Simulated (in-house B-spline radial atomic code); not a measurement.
# Pm⁺: a test of the convergence tolerance

Aim: see how the result and the number of iterations for Pm⁺ depend on the convergence tolerance.

Method: Dirac-Hartree-Fock, average of configuration, Fermi nucleus, basis-set limit. Code: in-house B-spline radial atomic code version 1.

## Step 1: The system

- element: promethium (Z = 61)
- charge: +1
- electrons: 60
- configuration: [Xe] 4f5 6s1
- Hamiltonian: Dirac-Coulomb
- nucleus: Fermi, rms radius 4.962 fm

The outer shells:

[Xe] 4f5 6s1
```
[Xe] core
4f [↑ ][↑ ][↑ ][↑ ][↑ ][  ][  ]
6s [↑ ]
```

The boxes draw the filling by Hund's rule, which heavy ions in jj coupling don't follow; these runs average over all states of the configuration.

A run counts as converged when the orbital gradient is under the tolerance times 61 hartree (or under the basis's noise floor) and the energy moved by less than 1e-8 hartree times the root of its size. Energy differences under 3e-05 hartree are noise.

## Step 2: Reference run with standard settings

Input settings:

```ini
Z = 61
electrons = 60.0
configuration = [Xe] 4f5 6s1
hamiltonian = dirac
method = hf
spin_polarised = False
nucleus = fermi
rms_radius = 4.961999461404065
mass_number = 145
atomic_mass = 144.912755748
speed_of_light = 137.035999084
knot_spacing = 0.22
spline_order = 8
gauss_points = 12
box_radius = 35.29
max_iterations = 70
damping = 0.5
damped_steps = 3
diis_vectors = 10
tolerance = 1e-08
start = Thomas-Fermi
```

The run is started by

```bash
$ python run_scf.py task.json out
```

task.json lists these runs, among others, and the program works through them in turn.

## Step 3: Convergence tolerance 0.01

The settings differ from step 2 so:

```diff
@@ -19,3 +19,3 @@
 diis_vectors = 10
-tolerance = 1e-08
+tolerance = 0.01
 start = Thomas-Fermi
```

## Step 4: Convergence tolerance 0.001

The settings differ from step 3 so:

```diff
@@ -19,3 +19,3 @@
 diis_vectors = 10
-tolerance = 0.01
+tolerance = 0.001
 start = Thomas-Fermi
```

## Step 5: Convergence tolerance 0.0001

The settings differ from step 4 so:

```diff
@@ -19,3 +19,3 @@
 diis_vectors = 10
-tolerance = 0.001
+tolerance = 0.0001
 start = Thomas-Fermi
```

## Step 6: Convergence tolerance 1e-05

The settings differ from step 5 so:

```diff
@@ -19,3 +19,3 @@
 diis_vectors = 10
-tolerance = 0.0001
+tolerance = 1e-05
 start = Thomas-Fermi
```

## Step 7: Convergence tolerance 1e-06

The settings differ from step 6 so:

```diff
@@ -19,3 +19,3 @@
 diis_vectors = 10
-tolerance = 1e-05
+tolerance = 1e-06
 start = Thomas-Fermi
```

## Step 8: Convergence tolerance 1e-10

The settings differ from step 7 so:

```diff
@@ -19,3 +19,3 @@
 diis_vectors = 10
-tolerance = 1e-06
+tolerance = 1e-10
 start = Thomas-Fermi
```

## Step 9: Convergence tolerance 1e-13

The settings differ from step 8 so:

```diff
@@ -19,3 +19,3 @@
 diis_vectors = 10
-tolerance = 1e-10
+tolerance = 1e-13
 start = Thomas-Fermi
```

**Question.** Which of these runs converge to the reference energy, which miss it and by about how much, and which fail?

As calculated:

| run | outcome | iterations | energy less the reference (hartree) |
| --- | --- | --- | --- |
| reference | converged | 11 | 0 |
| convergence tolerance 0.01 | converged | 10 | below noise |
| convergence tolerance 0.001 | converged | 10 | below noise |
| convergence tolerance 0.0001 | converged | 10 | below noise |
| convergence tolerance 1e-05 | converged | 10 | below noise |
| convergence tolerance 1e-06 | converged | 10 | below noise |
| convergence tolerance 1e-10 | converged | 11 | below noise |
| convergence tolerance 1e-13 | converged | 11 | below noise |

**Reading.** Of 7 changed inputs, 7 gave the reference energy within 3e-05 hartree. No value tried here spoils the result.
